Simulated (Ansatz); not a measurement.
# C3H6ClGa: a ladder of functionals and wavefunction methods

How much do the methods differ for C3H6ClGa? The plan is to run it at one geometry with functionals of several rungs and with coupled cluster, and see how far each lands from CCSD(T) at the basis-set limit for the atomisation energy.

Computed with Ansatz 0.2.0, Gaussian basis. Level: functionals in def2-TZVPP, the program's frozen cores in correlated methods.

Plan: LDA (SPW92), PBE-D4, revPBE-D4, BLYP-D4, r2SCAN-D4, B97M-V, PBE0-D4, B3LYP-D4, r2SCANh-D4, r2SCAN0-D4, HSE06-D4, BHLYP-D4, CAM-B3LYP-D4, LC-ωPBE, ωB97X-V, ωB97M-V, B2PLYP, PBE-QIDH; CCSD(T)/def2-SVP; CCSD(T)/def2-TZVPP; MP2/def2-QZVPP; extrapolation to the limit; RPA on PBE.

## Step 1: The relaxed structure

The geometry comes from an earlier relaxation with PBE0-D4 in a triple-zeta def2 set; it is a stationary point, not always the lowest conformer.

11 atoms, charge 0, spin multiplicity 1.

Atoms are counted from 1 here; the program's logs count them from 0.

Bond lengths: C1–C2 1.332 Å, C1–H6 1.087 Å, C1–H7 1.088 Å, C2–Ga3 1.942 Å, C2–H8 1.089 Å, Ga3–C4 1.952 Å, Ga3–Cl5 2.171 Å, C4–H9 1.092 Å, C4–H10 1.091 Å, C4–H11 1.092 Å. Angles: C2–C1–H6 121.6°, C2–C1–H7 122.2°, H6–C1–H7 116.2°, C1–C2–Ga3 121.4°, C1–C2–H8 118.4°, Ga3–C2–H8 120.2°, C2–Ga3–C4 132.5°, C2–Ga3–Cl5 112.6°, C4–Ga3–Cl5 114.9°, Ga3–C4–H9 109.5°, Ga3–C4–H10 112.2°, Ga3–C4–H11 109.5°, H9–C4–H10 109.0°, H9–C4–H11 107.4°, H10–C4–H11 109.0°.

As a file:

```
C    -1.76128    0.76608   -1.48531
C    -1.19084   -0.16054   -0.71790
Ga    0.46906    0.19100    0.22748
C     1.56783   -0.90056    1.41521
Cl    1.22229    2.19632   -0.12614
H    -1.32060    1.75140   -1.61165
H    -2.69081    0.58302   -2.02012
H    -1.67769   -1.13012   -0.62869
H     1.65272   -0.40964    2.38717
H     1.15380   -1.89950    1.55666
H     2.57555   -0.98743    1.00328
```

## Step 2: LDA

This LDA is Slater exchange with PW92 correlation.

The input, in.yaml:

```yaml
crystal:
  periodic: [false, false, false]
  atoms:
    - {symbol: C, position_ang: [-1.761282, 0.766079, -1.485309]}
    - {symbol: C, position_ang: [-1.190837, -0.160536, -0.717898]}
    - {symbol: Ga, position_ang: [0.469059, 0.190997, 0.227482]}
    - {symbol: C, position_ang: [1.567825, -0.900564, 1.415213]}
    - {symbol: Cl, position_ang: [1.222285, 2.196318, -0.126137]}
    - {symbol: H, position_ang: [-1.320604, 1.751399, -1.611650]}
    - {symbol: H, position_ang: [-2.690813, 0.583017, -2.020122]}
    - {symbol: H, position_ang: [-1.677695, -1.130119, -0.628691]}
    - {symbol: H, position_ang: [1.652718, -0.409639, 2.387166]}
    - {symbol: H, position_ang: [1.153797, -1.899497, 1.556656]}
    - {symbol: H, position_ang: [2.575548, -0.987435, 1.003279]}
basis:
  gaussian: {orbitals: def2-TZVPP}
hamiltonian: {xc: lda}
output: {orbitals: {seedname: orbitals}}
```

Launch:

```bash
> ansatz run in.yaml --threads 4 --pin off --events-out ev --progress --plain --max-ram 10444MiB
```

The runs that follow: PBE-D4 (GGA); revPBE-D4 (GGA); BLYP-D4 (GGA); r2SCAN-D4 (meta-GGA); B97M-V (meta-GGA); B3LYP-D4 (hybrid); r2SCANh-D4 (hybrid); r2SCAN0-D4 (hybrid); HSE06-D4 (hybrid); BHLYP-D4 (hybrid); CAM-B3LYP-D4 (range-separated); LC-ωPBE (range-separated); ωB97X-V (range-separated); ωB97M-V (range-separated); B2PLYP (double hybrid); PBE-QIDH (double hybrid); CCSD(T) in def2-SVP; CCSD(T) in def2-TZVPP; MP2 in def2-QZVPP; RPA on PBE orbitals.

Before running them: what should the planned runs give, taken together? Wanted: atomisation energy, CCSD(T)/CBS; farthest beyond LDA; mean size of error, GGA; mean size of error, meta-GGA; mean size of error, hybrid; mean size of error, range-separated; mean size of error, double hybrid; gap, smallest and largest; T1 diagnostic.

The runs gave:

| quantity | value |
| --- | --- |
| atomisation energy, CCSD(T)/CBS | 4100.4 kJ/mol |
| functionals within 41.0 kJ/mol (1.0 %) | revPBE-D4, r2SCAN-D4, B97M-V, PBE0-D4, B3LYP-D4, r2SCANh-D4, r2SCAN0-D4, HSE06-D4, CAM-B3LYP-D4, LC-ωPBE, ωB97X-V, ωB97M-V, PBE-QIDH |
| farthest beyond LDA | BHLYP-D4 (-112.7 kJ/mol) |
| mean size of error, GGA | 48.3 kJ/mol |
| mean size of error, meta-GGA | 7.4 kJ/mol |
| mean size of error, hybrid | 34.8 kJ/mol |
| mean size of error, range-separated | 9.3 kJ/mol |
| mean size of error, double hybrid | 27.1 kJ/mol |
| gap, smallest and largest | 4.19 eV (LDA (SPW92)), 11.27 eV (LC-ωPBE) |
| T1 diagnostic | 0.0115 |
| triples share of the correlation energy | 4.2 % |

**Reading.** The LDA atomisation energy is off by 533.2 kJ/mol (13 %): it overbinds. PBE-D4 misses by +60.5 kJ/mol. Double hybrids carry the basis error of their MP2 part in triple zeta, and no dispersion term here, so their miss is partly the set-up's. The rungs meta-GGA, range-separated, double hybrid, hybrid miss on average by less than the doubt on the reference (41.0 kJ/mol), so they tie. The reference freezes the cores and leaves out relativity and excitations past (T), and its outer-core shells are covered unevenly, so misses under about 41.0 kJ/mol can't be ranked. Hartree-Fock recovers 75 % of the binding; the rest is correlation. CCSD(T) in def2-SVP is off by -186.0 kJ/mol, worse than the median functional, from the basis alone. Orbital gaps span 4.2 to 11.3 eV; exact exchange widens them. Correlated methods include outer-core shells of Ga, which these sets cover unevenly.
